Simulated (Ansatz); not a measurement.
# MnO (P6_3mc): band structure, by script

Does MnO (P6_3mc) have a gap, and where are its band edges? Wanted for MnO (P6_3mc): a band structure.

All numbers are computed with Ansatz 0.2.0, driven from Python. Level of theory: DFT PBEsol+U, plane waves, PAW.

### 1 The structure

Symmetry: P6_3mc, No. 186, hexagonal system. The conventional cell has a = 3.372 Å, b = 3.372 Å, c = 5.386 Å, α = 90.00°, β = 90.00°, γ = 120.00°. Mn (site symmetry 3m) has 4 O at 1.96 to 2.08 Å as nearest neighbours. O (site symmetry 3m) has 4 Mn at 1.96 to 2.08 Å as nearest neighbours.

The script holds or builds the structure itself.

### 2 Script

The input, bands_mno.py:

```python
'''Band structure of MnO.'''

import warnings

import ansatz as az
import matplotlib.pyplot as plt
import numpy as np

warnings.simplefilter('ignore', az.DeckWarning)

lattice = az.Lattice.of(
    (3.3717, 0.0, 0.0),
    (-1.68585, 2.919978, 0.0),
    (0.0, 0.0, 5.3855),
)
sites = [
    ('Mn', (1 / 3, 2 / 3, 0.01096), 4),
    ('Mn', (2 / 3, 1 / 3, 0.51096), -4),
    ('O', (1 / 3, 2 / 3, 0.37547), 0.0),
    ('O', (2 / 3, 1 / 3, 0.87547), 0.0),
]
system = az.Crystal(lattice=lattice)
for symbol, position, moment in sites:
    system = system.atom(symbol, position, moment=moment or None)

# high-symmetry points in fractions of the reciprocal vectors
path = [
    ('G', (0.0, 0.0, 0.0)),
    ('M', (0.5, 0.0, 0.0)),
    ('K', (0.33333, 0.33333, 0.0)),
    ('G', (0.0, 0.0, 0.0)),
    ('A', (0.0, 0.0, 0.5)),
    ('L', (0.5, 0.0, 0.5)),
]
calculation = (
    system.calculation()
    .pseudopotentials('paw')
    .scf(tolerance=1e-07)
    .kpoints(9, 9, 5)
    .hubbard('Mn', 'd', u=6.9, j=0.9)
    .occupations(az.OccupationsMethod.FERMI_DIRAC, width=0.15)
    .spin('collinear')
    .functional('PBEsol')
    .band_structure([point for _, point in path], intervals=6)
    .scf(extra_bands=8)
)
planned = calculation.session().plan(threads=1)
facts = planned.describe()
print('plan:', facts['n_bands'], 'bands,', len(facts['kpoints_frac']), 'k-points, plane waves', facts['n_pw_range'], 'grid', facts['fft_dense'])
res = planned.execute()
report = res.report

print(f'free energy      {report["free_energy_ev"]:.5f} eV')
print(f'per atom         {report["free_energy_ev"] / len(res.lattice.sites):.5f} eV')
print(f'SCF iterations   {report["n_iterations"]}  (converged: {report["converged"]})')

bands = res.band_structure()
fermi = bands.fermi_energy_ev
print(f'zero of the bands: {fermi:.3f} eV, the Fermi level found on the SCF mesh')
reciprocal = 2 * np.pi * np.linalg.inv(res.lattice.cell_ang).T
steps = np.linalg.norm(np.diff(bands.kpoints_frac @ reciprocal, axis=0), axis=1)
distance = np.concatenate([[0], np.cumsum(steps)])
fig, ax = plt.subplots(figsize=(5, 4))
for channel, colour in zip(bands.channels, ('C0', 'C3')):
    ax.plot(distance, channel.eigenvalues_ev - fermi, colour, lw=1)
ax.set_xticks(distance[::6], [label for label, _ in path])
ax.set(ylim=(-8, 8), ylabel='E - E_F (eV)', xlim=(0, distance[-1]))
ax.grid(axis='x')
fig.savefig('bands.png', dpi=100)
first = bands.channels[0].eigenvalues_ev - fermi
near = np.argsort(np.abs(first.mean(axis=0)))[:4]
for band in sorted(near):
    print(f'band {band + 1}: {first[:, band].min():.3f} to {first[:, band].max():.3f} eV')
```

### 3 Running it

Command:

```bash
$ python bands_mno.py
```

Without the output at hand: what should come out? Wanted: free energy; moment, net / absolute; gap on the path; valence top / conduction bottom.

The runs gave:

| quantity | value |
| --- | --- |
| free energy | -8856.6471 eV (-2214.1618 eV/atom) |
| moment, net / absolute | 0.00 / 9.69 μB per cell |
| gap on the path | 0.87 eV, indirect |
| valence top / conduction bottom | at A / at Γ |

**Reading.** Along this path the gap is 0.87 eV and indirect, from the valence top at A to the conduction bottom at Γ. What to keep in mind:
- Other magnetic orders than the one started from may lie lower.
- The bands listed are those of the first spin channel.
- An opening on this mesh may only mean that it misses a point where bands touch.
- Levels are Kohn-Sham eigenvalues on this mesh.
